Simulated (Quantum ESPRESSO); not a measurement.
The system is Mo.

```xyz
1
Lattice="-1.6200 1.6200 1.6200 1.6200 -1.6200 1.6200 1.6200 1.6200 -1.6200" Properties=species:S:1:pos:R:3 pbc="T T T"
Mo    0.0000    0.0000    0.0000
```

The cell was built by a generator and needn't be a form met in nature.

Base run:

```yaml
Program: Quantum ESPRESSO 7.5
Functional: PBEsol
Potentials_or_basis: GBRV 1.5 PBEsol
Cutoff: 612 eV
Density_cutoff: 4898 eV
k_mesh: 18 × 18 × 18
Occupations: methfessel-paxton, width 0.1 eV
Spin: no spin polarisation
```

Its results: band gap on the k mesh none (metal or under the smearing width); pressure -24.1 GPa.

The run is repeated on the same cell with these changes: functional from PBEsol to PBE; potentials or basis from GBRV 1.5 PBEsol to GBRV 1.5 PBE. What comes out?

Band gap on the k mesh none (metal or under the smearing width); pressure -17.2 GPa.

Caveats: so large a pressure means that the cell lies far from this level's equilibrium, or that cutoff or potentials fall short.

Not every run made on this cell is shown here.
